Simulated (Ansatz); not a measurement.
# C3H7GeN, SMILES C=[CH][GeH2][CH]=N: a geometry optimisation

Program: Ansatz 0.2.0, Python API.

`c3h7gen.py`:
```python
'''Geometry optimisation of C3H7GeN.'''

import itertools
import warnings

import ansatz as az
from ase.data import atomic_numbers, covalent_radii
import numpy as np

BASIS_SET = 'def2-SVP'
FUNCTIONAL = 'r2SCAN'

GEOMETRY = '''
C    -1.61510    1.08290    0.06960
C    -1.37430   -0.18140   -0.27480
Ge    0.39340   -0.75030   -0.77890
C     1.57780   -0.64930    0.73610
N     1.88580    0.48030    1.25970
H    -0.82030    1.82140    0.06980
H    -2.61800    1.38780    0.34980
H    -2.18280   -0.90500   -0.27870
H     0.32210   -2.22400   -1.25330
H     0.92820    0.13710   -1.93160
H     1.99290   -1.56270    1.14720
H     1.51030    1.36320    0.88520
'''

warnings.simplefilter('ignore', az.DeckWarning)

molecule = az.Crystal.molecule()
for line in GEOMETRY.strip().splitlines():
    symbol, *xyz = line.split()
    molecule = molecule.atom(symbol, [float(v) for v in xyz])

job = molecule.calculation()
job = job.basis(gaussian=BASIS_SET)
job = job.functional(FUNCTIONAL)
symbols = [site.symbol for site in molecule.cartesian_sites]
start = np.array([site.position_ang for site in molecule.cartesian_sites], dtype=float)
def progress(event):
    if event['event'] == 'relax_step':
        row = event['data']
        print(f'step {row["step"]:3d}  E = {row["lagrangian_ev"]:.6f} eV  largest force component {row["allowed_force_max_ev_ang"]:.4f} eV/A')


data = job.relax(force_tolerance=0.01).session().plan().execute(on_event=progress).report
end = np.array(data['positions_ang'])

print(f'E = {data["free_energy_ev"]:.6f} eV = {data["free_energy_ev"] / 27.211386246:.7f} Ha')
print('converged:', data['converged'], ' doubts:', data['published_state_doubts'] or 'none')

# pairs closer than 1.2 times the sum of covalent radii, before or after
radius = [covalent_radii[atomic_numbers[s]] for s in symbols]
span = lambda where, i, j: np.linalg.norm(where[i] - where[j])
bonded = [(i, j) for i, j in itertools.combinations(range(len(symbols)), 2) if min(span(start, i, j), span(end, i, j)) < 1.2 * (radius[i] + radius[j])]
print('pair        before    after (A)')
for i, j in bonded:
    print(f'{symbols[i]}{i}-{symbols[j]}{j}'.ljust(10), f'{span(start, i, j):8.4f} {span(end, i, j):8.4f}')
with open('c3h7gen_opt.xyz', 'w') as handle:
    handle.write(f'{len(symbols)}\nrelaxed C3H7GeN\n')
    handle.writelines(f'{s:2s} {x:11.6f} {y:11.6f} {z:11.6f}\n' for s, (x, y, z) in zip(symbols, end))
```

Output of `python c3h7gen.py`:
```text
step   1  E = -61217.644866 eV  largest force component 2.3009 eV/A
step   2  E = -61217.792734 eV  largest force component 0.6131 eV/A
step   3  E = -61217.765189 eV  largest force component 1.3141 eV/A
step   4  E = -61217.831249 eV  largest force component 0.3483 eV/A
step   5  E = -61217.845890 eV  largest force component 0.1030 eV/A
step   6  E = -61217.858295 eV  largest force component 0.1034 eV/A
step   7  E = -61217.867865 eV  largest force component 0.3484 eV/A
step   8  E = -61217.877999 eV  largest force component 0.2736 eV/A
step   9  E = -61217.887288 eV  largest force component 0.4679 eV/A
step  10  E = -61217.899150 eV  largest force component 0.3701 eV/A
step  11  E = -61217.915608 eV  largest force component 0.1916 eV/A
step  12  E = -61217.922187 eV  largest force component 0.3123 eV/A
step  13  E = -61217.932017 eV  largest force component 0.1983 eV/A
step  14  E = -61217.939993 eV  largest force component 0.0709 eV/A
step  15  E = -61217.941541 eV  largest force component 0.1646 eV/A
step  16  E = -61217.943412 eV  largest force component 0.1913 eV/A
step  17  E = -61217.943364 eV  largest force component 0.1440 eV/A
step  18  E = -61217.944967 eV  largest force component 0.0699 eV/A
step  19  E = -61217.945416 eV  largest force component 0.0363 eV/A
step  20  E = -61217.945540 eV  largest force component 0.0286 eV/A
step  21  E = -61217.945591 eV  largest force component 0.0073 eV/A
E = -61217.945601 eV = -2249.7180058 Ha
converged: True  doubts: none
pair        before    after (A)
C0-C1        1.3323   1.3411
C0-H5        1.0849   1.0972
C0-H6        1.0850   1.0972
C1-Ge2       1.9242   1.9403
C1-H7        1.0850   1.0991
Ge2-C3       1.9257   1.9829
Ge2-H8       1.5498   1.5385
Ge2-H9       1.5499   1.5391
C3-N4        1.2826   1.2732
C3-H10       1.0843   1.1087
N4-H11       1.0299   1.0325
```

`c3h7gen_opt.xyz`, as written:
```text
12
relaxed C3H7GeN
C    -1.638492    1.240375   -0.261423
C    -1.235117   -0.021548   -0.053089
Ge    0.394424   -0.758282   -0.805728
C     1.771899   -0.633974    0.615249
N     1.668259    0.058033    1.678929
H    -1.086518    1.925700   -0.916864
H    -2.545317    1.645041    0.205330
H    -1.831730   -0.661778    0.611892
H     0.205830   -2.221856   -1.240864
H     0.824975    0.086220   -2.018334
H     2.714641   -1.200923    0.477320
H     0.757146    0.542993    1.707681
```

Reading the output:
- Total energies depend on the basis set; only differences at equal settings carry meaning.
- The end point is the stationary point reached from this start; no frequency run checks that it is a minimum, and the basis set is modest.
- The whole script took 3.2 min on 1 thread of Arm Neoverse V1 (shared host), peak memory 0.26 GiB.

(Lines on the test bed's own set-up are left out of the output.)
